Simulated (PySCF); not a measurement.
# FGe2H5O: the cost of one run

Method: levels as typed in each script, gas phase, geometry from GFN2-xTB; program: PySCF 2.14.0.

## 1. Starting geometry

SMILES `[F][GeH2][O][GeH3]`, 9 atoms, charge 0, spin multiplicity 1.

Bond lengths: F1–Ge2 1.741 Å, Ge2–O3 1.708 Å, Ge2–H5 1.495 Å, Ge2–H6 1.499 Å, O3–Ge4 1.751 Å, Ge4–H7 1.503 Å, Ge4–H8 1.497 Å, Ge4–H9 1.498 Å. Angles: F1–Ge2–O3 107.3°, F1–Ge2–H5 104.6°, F1–Ge2–H6 104.6°, O3–Ge2–H5 109.2°, O3–Ge2–H6 109.3°, H5–Ge2–H6 120.9°, Ge2–O3–Ge4 154.9°, O3–Ge4–H7 104.0°, O3–Ge4–H8 104.5°, O3–Ge4–H9 108.8°, H7–Ge4–H8 112.8°, H7–Ge4–H9 112.9°, H8–Ge4–H9 113.0°.

As a file:

```
F    -1.8296    1.3903    0.0011
Ge   -1.4876   -0.3167   -0.0006
O     0.2108   -0.4937    0.0038
Ge    1.8651    0.0817   -0.0006
H    -2.0372   -0.8133    1.2978
H    -2.0334   -0.8096   -1.3063
H     2.4555   -0.5018    1.2520
H     2.4592   -0.4982   -1.2463
H     1.8559    1.5795    0.0014
```

## 2. Removing and adding an electron (wB97X/cc-pvdz)

Contents of input.py:

```python
import numpy as np
from pyscf import gto, scf, dft
from pyscf.scf import atom_ks, atom_hf
from scipy.linalg import block_diag

def solve(mol, dm0=None, hcore=None):
    mf = (dft.UKS if mol.spin else dft.RKS)(mol, xc='wb97x')
    mf.grids.level = 3
    mf = mf.density_fit(auxbasis='def2-universal-jkfit')
    mf.conv_tol, mf.max_cycle = 1e-8, 80
    if hcore is not None:
        mf.get_hcore = lambda *args: hcore
    mf.kernel(dm0)
    if not mf.converged:
        mf = mf.newton().run(mf.mo_coeff, mf.mo_occ, max_cycle=30)
    assert mf.converged, 'SCF not converged'
    return mf

mol = gto.M(atom='''
F     -1.82962     1.39029     0.00112
Ge    -1.48759    -0.31667    -0.00056
O      0.21082    -0.49366     0.00377
Ge     1.86509     0.08167    -0.00065
H     -2.03724    -0.81331     1.29777
H     -2.03338    -0.80956    -1.30629
H      2.45551    -0.50176     1.25201
H      2.45921    -0.49816    -1.24632
H      1.85594     1.57954     0.00139
''', basis='cc-pvdz', charge=0, spin=0, verbose=4)
mf = solve(mol)
out = dict(e0=mf.e_tot, dm0=mf.make_rdm1(), c=mf.mo_coeff, occ=mf.mo_occ, eps=mf.mo_energy)
for name, dq, spin in [('cation', 1, 1), ('anion', -1, 1)]:
    ion = mol.copy().set(charge=mol.charge + dq, spin=spin).build()
    mi = solve(ion)
    if spin and dq > 0 and mol.nao < 130:
        c, _, stable, _ = mi.stability(return_status=True)
        if not stable:
            mi = solve(ion, mi.make_rdm1(c, mi.mo_occ))
    print(name, 'vertical energy change / eV', (mi.e_tot - mf.e_tot) * 27.211386)
    out.update({'e_' + name: mi.e_tot, 'dm_' + name: mi.make_rdm1(), 's2_' + name: mi.spin_square()[0], 'eps_' + name: mi.mo_energy, 'occ_' + name: mi.mo_occ})
# spherically averaged free atoms, for the promolecule
atm = atom_ks.get_atm_nrks(mol, xc='wb97x')
pro = block_diag(*[(atm[a[0]][2] * atm[a[0]][3]) @ atm[a[0]][2].T for a in mol._atom])
np.savez('result.npz', pro=pro, **out)
```

Started as:

```console
> OMP_NUM_THREADS=1 python input.py
```

What time and memory should one allow on 1 thread of Arm Neoverse V1, shared host?

About 4 min, with a peak of 0.62 GiB.
